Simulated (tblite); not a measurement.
# C11H11ClGe2OSi3: the cost of one run

Programs: PySCF 2.14.0 with density-fitted response routines of our own, and tblite 0.8.0. All values are computed, except where a source is named. Atoms count from 0 throughout.

### Step 1. The starting structure

29 atoms, charge 0, multiplicity 1; geometry from: UFF geometry. This is the first candidate.

Bonds of the start (Å): C0–H18 1.10, C0–H19 1.11, C0–H20 1.12, C0–O1 1.41, C10–Si11 1.82, C12–C13 1.21, C13–Si14 1.80, C16–C17 1.20, C3–C4 1.20, C4–Ge5 1.89, C6–C7 1.20, C7–Ge8 1.89, C9–C10 1.20, Ge5–C6 1.89, Ge5–H22 1.57, Ge5–H23 1.55, Ge8–C9 1.90, Ge8–H24 1.55, Ge8–H25 1.55, O1–Si2 1.74, Si11–C12 1.81, Si11–H26 1.47, Si11–H27 1.47, Si14–C16 1.82 and more.

### Step 2. GFN2-xTB relaxation, isomer A, conformer 1

Job settings and geometry (Å):

```
{"job": {"xc": "GFN2-xTB", "basis": "xTB", "kind": "relax"}, "charge": 0, "multiplicity": 1}
C      1.459100    -5.019900    -1.791800
O      1.721600    -3.634500    -1.765100
Si     1.223600    -3.011800    -0.222800
C      1.988900    -1.382500     0.032000
C      2.493900    -0.312700     0.224900
Ge     3.266400     1.391700     0.493200
C      1.883700     2.674600     0.622500
C      0.994100     3.478200     0.711300
Ge    -0.431100     4.710400     0.831700
C     -2.072000     3.774100     0.638900
C     -3.102700     3.164800     0.506700
Si    -4.648500     2.231600     0.318400
C     -4.258500     0.475500     0.126200
C     -3.985100    -0.694500    -0.018900
Si    -3.591500    -2.443800    -0.211700
Cl    -4.412100    -3.534800     1.390000
C     -1.784900    -2.658400    -0.215100
C     -0.590700    -2.805800    -0.220800
H      1.770000    -5.409600    -2.770600
H      2.031400    -5.565700    -1.006700
H      0.356300    -5.212100    -1.690000
H      1.608600    -3.908700     0.867800
H      4.099100     1.388600     1.822700
H      4.186400     1.738100    -0.700200
H     -0.303700     5.774400    -0.292800
H     -0.409700     5.409400     2.220200
H     -5.363100     2.720300    -0.870600
H     -5.481400     2.419900     1.515800
H     -4.141500    -2.942700    -1.485300
```

The run is started by

```sh
$ OMP_NUM_THREADS=1 python ens_run.py task.json out
```

The driver reads the study from task.json and runs its stages one after another.

**Question.** How long does this first job take on 1 thread of Intel Xeon 6975P-C, shared host?

About 5.9 s.
